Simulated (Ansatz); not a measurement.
Predict the output of the script below (Ansatz's Python interface).

`vcrelax_bacrf6.py`
```python
"""Variable-cell relaxation of BaCrF6."""

import json

import ansatz as az
from ase import Atoms
from ase.neighborlist import neighbor_list
import numpy as np

XC = "pbesol"
FILLING = "fermi_dirac"
SMEARING_WIDTH = 0.1
FMAX = 0.02

def edges_and_angles(cell):
    cell = np.asarray(cell)
    a, b, c = np.linalg.norm(cell, axis=1)
    cosines = cell[1] @ cell[2] / (b * c), cell[0] @ cell[2] / (a * c), cell[0] @ cell[1] / (a * b)
    return (a, b, c, *np.degrees(np.arccos(cosines)))


def main() -> None:
    xtal = (
        az.Lattice.from_parameters(4.853813, 4.853813, 4.853813, alpha=98.0281, beta=98.0281, gamma=98.0281)
        .atom("Ba", [0.5, 0.5, 0.5])
        .atom("Cr", [0.0, 0.0, 0.0])
        .atom("F", [0.26, 0.897, 0.26])
        .atom("F", [0.26, 0.26, 0.897])
        .atom("F", [0.897, 0.26, 0.26])
        .atom("F", [0.74, 0.103, 0.74])
        .atom("F", [0.103, 0.74, 0.74])
        .atom("F", [0.74, 0.74, 0.103])
        .moments(Cr=3)
    )

    # only the volume may change
    calc = (
        xtal.calculation()
        .functional(XC)
        .pseudopotentials("paw")
        .basis(18 * az.Ha)
        .spin(az.SpinTreatment.COLLINEAR)
        .occupations(FILLING, width=SMEARING_WIDTH)
        .kpoints(5)
        .relax(force_tolerance=FMAX, max_steps=100, fix_cell=["shape"])
        .density_of_states(energy_step=0.1, nscf_kmesh_spacing=0.24)
        .band_table()
    )
    result = calc.run(threads=1, events_out="bacrf6.ndjson")
    with open("bacrf6.ndjson") as stream:
        events = [json.loads(line) for line in stream]
    steps = [e["data"] for e in events if e["event"] == "relax_step"]
    data = result.report
    for s in steps:
        flag = "" if s["accepted"] else "  (rejected)"
        print("step %2d  E = %.5f eV  largest force component = %.4f eV/A%s" % (s["step"], s["lagrangian_ev"], s["allowed_force_max_ev_ang"], flag))

    first, last = steps[0], steps[-1]
    symbols = [site.symbol for site in result.lattice.sites]
    print(f"energy gained {first['lagrangian_ev'] - last['lagrangian_ev']:.4f} eV in {len(steps) - 1} steps")
    for label, vectors in (("before", first["cell_ang"]), ("after", result.lattice.cell_ang)):
        print(label, "a b c (A) {:.4f} {:.4f} {:.4f}  angles {:.2f} {:.2f} {:.2f}".format(*edges_and_angles(vectors)), f" V = {abs(np.linalg.det(vectors)):.3f} A^3")
    print("final stress xx yy zz (GPa, compression positive):", np.round(np.diag(data["stress_gpa"]), 3) + 0.0)

    final = Atoms(symbols, positions=last["positions_ang"], cell=result.lattice.cell_ang, pbc=True)
    i, j, d = neighbor_list("ijd", final, 4.5)
    print("neighbours within 1.1 times the shortest distance of each atom (A)")
    for atom in range(len(final)):
        near = [m for m in np.argsort(d) if i[m] == atom]
        shell = [m for m in near if d[m] < 1.1 * d[near[0]]]
        print(f"{symbols[atom]}{atom} ({len(shell)}):", ", ".join(f"{symbols[j[m]]} {d[m]:.3f}" for m in shell))

    change = np.array(last["positions_ang"]) @ np.linalg.inv(last["cell_ang"]) - np.array(first["positions_ang"]) @ np.linalg.inv(first["cell_ang"])
    moved = np.linalg.norm(change @ np.array(last["cell_ang"]), axis=1)
    print("displacement within the cell, strain taken out (A):", " ".join(f"{s}:{d:.3f}" for s, d in zip(symbols, moved)))

    energy = data["free_energy_ev"]
    print("F of the BaCrF6 cell: {:.6f} eV = {:.6f} Ry = {:.6f} Ha".format(energy, energy / 13.605693, energy / 27.211386))
    print("Fermi level {:.4f} eV, {} k-points, {} symmetry operations".format(data["fermi_energy_ev"], data["n_kpoints"], data["n_symmetry_ops"]))

    dos = result.density_of_states()
    energy = np.asarray(dos.energies_ev) - dos.fermi_ev
    top = min(levels[-1] for levels in data["eigenvalues_ev"]) - dos.fermi_ev  # the computed bands end here
    total = np.asarray(dos.spin_summed_g_bin_mean_per_ev)
    print("E - E_F (eV)   states/eV")
    for e in np.arange(-10, min(4, top), 0.5):
        print(f"{e:8.1f} {np.interp(e, energy, total):12.3f}")


if __name__ == "__main__":
    main()
```

Output of `python vcrelax_bacrf6.py`:
```text
step  1  E = -14022.26117 eV  largest force component = 0.6649 eV/A
step  2  E = -14022.51232 eV  largest force component = 0.1414 eV/A
step  3  E = -14022.51936 eV  largest force component = 0.0125 eV/A
step  4  E = -14022.51965 eV  largest force component = 0.0161 eV/A
step  5  E = -14022.51987 eV  largest force component = 0.0101 eV/A
step  6  E = -14022.51990 eV  largest force component = 0.0003 eV/A
step  7  E = -14022.51978 eV  largest force component = 0.0003 eV/A
energy gained 0.2586 eV in 6 steps
before a b c (A) 4.8538 4.8538 4.8538  angles 98.03 98.03 98.03  V = 110.636 A^3
after a b c (A) 4.8375 4.8375 4.8375  angles 98.03 98.03 98.03  V = 109.526 A^3
final stress xx yy zz (GPa, compression positive): [ 0.113  0.021 -0.124]
neighbours within 1.1 times the shortest distance of each atom (A)
Ba0 (12): F 2.759, F 2.759, F 2.759, F 2.759, F 2.759, F 2.759, F 2.863, F 2.863, F 2.863, F 2.863, F 2.863, F 2.863
Cr1 (6): F 1.824, F 1.824, F 1.824, F 1.824, F 1.824, F 1.824
F2 (1): Cr 1.824
F3 (1): Cr 1.824
F4 (1): Cr 1.824
F5 (1): Cr 1.824
F6 (1): Cr 1.824
F7 (1): Cr 1.824
displacement within the cell, strain taken out (A): Ba:0.000 Cr:0.000 F:0.127 F:0.127 F:0.127 F:0.127 F:0.127 F:0.127
F of the BaCrF6 cell: -14022.519777 eV = -1030.636203 Ry = -515.318102 Ha
Fermi level 5.5633 eV, 19 k-points, 12 symmetry operations
E - E_F (eV)   states/eV
   -10.0        0.000
    -9.5        0.000
    -9.0        0.000
    -8.5        0.000
    -8.0        0.000
    -7.5        0.000
    -7.0        0.000
    -6.5        0.000
    -6.0        5.210
    -5.5       12.307
    -5.0        8.790
    -4.5       11.542
    -4.0        0.020
    -3.5       17.810
    -3.0       10.086
    -2.5        6.016
    -2.0        0.000
    -1.5        0.000
    -1.0        0.000
    -0.5        0.000
     0.0        7.852
     0.5        0.000
     1.0        0.000
     1.5        0.000
     2.0        6.582
     2.5        0.000
     3.0        3.341
     3.5        0.003
```

Reading the output:
- Absolute energies stand on the zero of these potentials, so only differences at equal settings mean something. A total without «per atom» is that of the whole cell that was run.
- The magnetic order follows from the starting moments and needn't be the lowest.
- For a metal this k-point mesh is coarse: on a finer one energies can move by several to tens of meV an atom and pressures by half a GPa or more, differences at one mesh by less.
- Only differences from the Fermi energy are physical; the zero of the scale is a convention.
- Energies along a relaxation are free energies. Rows at an unchanged volume are solved on a plane-wave basis chosen afresh for that cell, so the energy can jump there; the script counts such rows among its steps.
- Edges and angles are those of the cell as typed, here a primitive one, not of the conventional cell.
- With one magnetic atom the cell can hold only ferromagnetic order.
- Without a Hubbard U or exact exchange, semilocal functionals often make such 3d compounds metallic or too weakly gapped.
- The starting cell is as deposited in a crystallographic database; the results hold for this polymorph, which needn't be the stable one.
- The computed bands are complete only to about 8.4 eV above the Fermi level; beyond that the density of states is undercounted.
- Run time: 2.1 min on 1 thread of Arm Neoverse V2, on a shared host, peak memory 0.63 GiB.
